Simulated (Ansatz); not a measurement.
# Hf2NbF: the cost of one run

Method: DFT PBE, scalar-relativistic, plane waves, PAW, in Ansatz 0.2.0.

3 further runs of the same task are left out: 1 that didn't finish, 2 set aside as unsound or not needed.

## (1) The system as given

It takes space group I4/mmm (No. 139, tetragonal). The conventional cell has a = 5.021 Å, b = 5.021 Å, c = 5.137 Å, α = 90.00°, β = 90.00°, γ = 90.00°. Hf (site symmetry mmm) has 2 Nb at 2.51 Å and 2 F at 2.51 Å and 2 Hf at 2.57 Å as nearest neighbours. Nb (site symmetry 4/mmm) is surrounded by 4 Hf at 2.51 Å and 2 F at 2.57 Å. F (site symmetry 4/mmm) is surrounded by 4 Hf at 2.51 Å and 2 Nb at 2.57 Å.

Structure file:

```xyz
4
Lattice="-2.5107 2.5107 2.5685 2.5107 -2.5107 2.5685 2.5107 2.5107 -2.5685" Properties=species:S:1:pos:R:3 pbc="T T T"
Hf    0.0000    2.5107    0.0000
Hf    2.5107    0.0000    0.0000
Nb    0.0000    0.0000    0.0000
F     0.0000    0.0000    2.5685
```

The cell is invented: random cell by space group and Wyckoff sites (I4/mmm, No. 139). The dimensions are guesses.

## (2) The guess as it stands, on a coarse mesh

Contents of input.yaml:

```yaml
crystal:
  lattice:
    - [-2.51073707, 2.51073707, 2.56846943]
    - [2.51073707, -2.51073707, 2.56846943]
    - [2.51073707, 2.51073707, -2.56846943]
  atoms:
    - { symbol: Hf, position: [0.5, 0.0, 0.5] }
    - { symbol: Hf, position: [0.0, 0.5, 0.5] }
    - { symbol: Nb, position: [0.0, 0.0, 0.0] }
    - { symbol: F, position: [0.5, 0.5, 0.0] }
basis:
  ecutwfc: 420
kpoints:
  mp_grid: { grid: [6, 6, 6] }
hamiltonian:
  xc: pbe
scf:
  occupations: { method: gaussian, width: 0.1 }
  lower_state_search: "off"
output:
  forces: true
  stress: true
  eigenvalues: true
```

Run with:

```sh
ansatz run input.yaml --threads 1 --pin off --max-ram 2560MiB --backend cpu --events-out ev --progress --plain --runs-dir out
```

What time and memory should one allow on 1 thread of Arm Neoverse V1, shared host?

About 6.1 s, with a peak of 0.38 GiB.
